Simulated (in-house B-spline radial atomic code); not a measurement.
# Nb²¹⁺: ionisation energy by several methods

Aim: the ionisation energy of Nb²¹⁺ by several methods, each as the difference of two self-consistent energies (Nb²¹⁺ and the next ion, [Ar] 3d1).

The numbers are computed with in-house B-spline radial atomic code version 1 (scalar-relativistic (X2C), several functionals, spin-polarised; spherical all-electron atom at the radial basis limit), except any that are marked as measured or tabulated.

### Step 1. Starting point

```
element       : niobium (Z = 41)
charge        : +21
electrons     : 20
configuration : [Ar] 3d2
nucleus       : Fermi, rms radius 4.324 fm
```

Outer shells as boxes (Hund's rule):

[Ar] 3d2
```
[Ar] core
3d [↑ ][↑ ][  ][  ][  ]
```

Where spins are not typed, each open shell is filled with up spins first.

### Step 2. OLYP, a GGA

Input settings:

```ini
Z = 41
electrons = 20.0
configuration = [Ar] 3d2
hamiltonian = x2c
method = optx,lyp
spin_polarised = True
nucleus = fermi
rms_radius = 4.324
mass_number = 93
atomic_mass = 92.90637317
speed_of_light = 137.035999084
```

### Step 3. SCAN, a meta-GGA

The settings differ from step 2 so:

```diff
@@ -4,3 +4,3 @@
 hamiltonian = x2c
-method = optx,lyp
+method = scan,scan
 spin_polarised = True
```

### Step 4. r2SCAN, a meta-GGA

The settings differ from step 3 so:

```diff
@@ -4,3 +4,3 @@
 hamiltonian = x2c
-method = scan,scan
+method = r2scan
 spin_polarised = True
```

### Step 5. LDA (VWN5)

The settings differ from step 4 so:

```diff
@@ -4,3 +4,3 @@
 hamiltonian = x2c
-method = r2scan
+method = lda,vwn
 spin_polarised = True
```

### Step 6. AM05, a GGA

The settings differ from step 5 so:

```diff
@@ -4,3 +4,3 @@
 hamiltonian = x2c
-method = lda,vwn
+method = am05
 spin_polarised = True
```

### Step 7. revTPSS, a meta-GGA

The settings differ from step 6 so:

```diff
@@ -4,3 +4,3 @@
 hamiltonian = x2c
-method = am05
+method = revtpss,revtpss
 spin_polarised = True
```

Q: The tabulated ionisation energy is 940 ± 4 eV (tabulated theoretical; NIST Atomic Spectra Database). What does each method give, and which comes nearest?

**Answer**, as computed:

| method | rung | total energy (hartree) | ΔSCF (eV) | −ε highest (eV) | ΔSCF less tabulated (eV) |
| --- | --- | --- | --- | --- | --- |
| LDA (VWN5) | LDA | -3559.7971 | 938.02 | 907.55 (3d up) | -1.98 |
| OLYP | GGA | -3565.2008 | 939.95 | 909.68 (3d up) | -0.05 |
| AM05 | GGA | -3560.2703 | 937.71 | 907.30 (3d up) | -2.29 |
| SCAN | meta-GGA | -3564.7023 | 937.58 | 907.76 (3d up) | -2.42 |
| r2SCAN | meta-GGA | -3564.4327 | 937.49 | 907.64 (3d up) | -2.51 |
| revTPSS | meta-GGA | -3563.9212 | 936.95 | 906.70 (3d up) | -3.05 |

**Reading.** Tables give 940 ± 4 eV (tabulated theoretical; NIST Atomic Spectra Database) for the ionisation energy. OLYP misses by -0.05 eV, the least, and revTPSS by -3.05 eV (0.32 %), the most. Mean absolute error by rung (exchange-only levels left out): LDA 1.98 eV, GGA 1.17 eV, meta-GGA 2.66 eV. The table's own uncertainty is as large as these misses, so the order means little. Relativistic terms that these runs lack can be as large as the gaps between close methods, so the nearest may be so by luck. Spin-orbit coupling is left out. Open shells are averaged (over orientations, and over spins where the run is restricted), while tables refer to the lowest levels. For the semilocal functionals minus the highest level recovers only 97 % of their own ΔSCF value, a mark of self-interaction.

Members of this set that are not shown: 1 used exact exchange with fractional occupations of an open shell, which is unsound here.
